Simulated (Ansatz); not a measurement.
# InSb: a single-point run

Wanted: a converged single-point run for InSb, and a check of what comes out. The structure is shown as the input types it.

Computed with Ansatz 0.2.0 (density functional or hybrid calculation with the settings of its input, plane waves (as first typed), unless a step's input says otherwise).

3 further runs of the same task are left out: 1 for a known fault of the program, 2 that didn't finish.

## 1. The structure to begin with

The structure is cubic, space group F-43m (No. 216). The conventional cell has a = 6.559 Å, b = 6.559 Å, c = 6.559 Å, α = 90.00°, β = 90.00°, γ = 90.00°. In (site symmetry -43m) is surrounded by 4 Sb at 2.84 Å. Sb (site symmetry -43m) is surrounded by 4 In at 2.84 Å.

As a file:

```
In Sb
1.0
     0.00000    3.27951    3.27951
     3.27951    0.00000    3.27951
     3.27951    3.27951    0.00000
In Sb
1 1
Direct
  0.00000 0.00000 0.00000
  0.25000 0.25000 0.25000
```

## 2. The calculation

The input, input.yaml:

```yaml
crystal:
  lattice:
    - [0.0, 3.2795130136, 3.2795130136]
    - [3.2795130136, 0.0, 3.2795130136]
    - [3.2795130136, 3.2795130136, 0.0]
  atoms:
    - { symbol: In, position: [0.0, 0.0, 0.0] }
    - { symbol: Sb, position: [0.25, 0.25, 0.25] }
kpoints:
  mp_grid: { grid: [4, 4, 4] }
hamiltonian:
  xc: pbe
scf:
  occupations: { method: gaussian, width: 1.5 }
  n_extra_bands: 4
output:
  forces: true
  stress: true
  eigenvalues: true
```

Started as:

```console
$ ansatz run input.yaml --threads 4 --pin off --max-ram 3686MiB --backend cpu --events-out ev --progress --plain --runs-dir out
```

What happens when this is run?

The program finished normally. That alone doesn't make the input a sound one.

In the input, scf.occupations.method is gaussian; scf.occupations.width is 1.5. Occupations are smeared over electronvolts, wider than many features of the bands.

Run again and compare: set scf.occupations.method to fermi_dirac and scf.occupations.width to 0.02.
